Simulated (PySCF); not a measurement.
# C₃H₁₀GaO−: electronic excitations

Wanted: the electronic excitations of C₃H₁₀GaO− (`C[CH2][GaH2-][O]C`), by calculation.

Computed with PySCF 2.14.0, with density-fitted response routines of our own, on a single molecule in the gas phase. Atoms count from 0, in the outputs and in this text.

## (1) The starting structure

15 atoms, charge -1, multiplicity 1; geometry from: GFN2-xTB.

Bonds of the start (Å): C0–C1 1.53, C1–Ga2 2.07, Ga2–O3 1.76, O3–C4 1.38, C0–H5 1.09, C0–H6 1.09, C0–H7 1.10, C1–H8 1.10, C1–H9 1.10, Ga2–H10 1.58, Ga2–H11 1.58, C4–H12 1.10, C4–H13 1.10, C4–H14 1.10.

## (2) Ultraviolet spectrum: CAM-B3LYP/def2-SVPD

Job settings and geometry (Å):

```
{"job": {"kind": "uv", "xc": "CAM-B3LYP", "basis": "def2-SVPD", "nstates": 8, "ntriplets": 3}, "charge": -1, "multiplicity": 1}
C     -2.054159    -0.337213     0.630632
C     -1.202418     0.897455     0.937407
Ga     0.342971     1.193853    -0.402525
O      1.444651    -0.182891    -0.443623
C      2.293431    -1.259263    -0.305340
H     -1.435309    -1.235797     0.648724
H     -2.487927    -0.257512    -0.367921
H     -2.874793    -0.473611     1.348295
H     -1.873275     1.771367     0.968224
H     -0.822215     0.802536     1.969379
H      1.198879     2.470164    -0.025836
H     -0.162160     1.342970    -1.887068
H      1.974496    -1.931376     0.507475
H      2.331040    -1.856854    -1.231217
H      3.322374    -0.935839    -0.080758
```

Method: TDDFT CAM-B3LYP/def2-SVPD, vertical, gas phase, core orbitals frozen in the response.

Launch:

```sh
$ OMP_NUM_THREADS=1 python probes_run.py task.json out
```

This one command runs all jobs of the session in turn.

Predict these results of the whole session: lowest singlet (CAM-B3LYP/def2-SVPD); brightest single state of those computed; lowest triplet.

**Answer**, as computed:

| quantity | value |
| --- | --- |
| lowest singlet (CAM-B3LYP/def2-SVPD) | 4.85 eV (255 nm), f = 0.023 |
| brightest single state of those computed | state 8, 6.12 eV, f = 0.041 |
| lowest triplet | 4.77 eV |

The lowest singlet, at 4.85 eV, is HOMO→LUMO 0.90 and is weak; of the 8 states computed, the strongest absorption comes from states 1 to 2 together at 4.88 eV (the last state computed is bright too, and its partners may lie past the list). The lowest triplet lies 0.08 eV below the lowest singlet (triplets in Tamm-Dancoff, singlets in full TDDFT). The lowest singlet lies above −ε(HOMO); no detachment energy was computed, so the anion's states may not be bound.
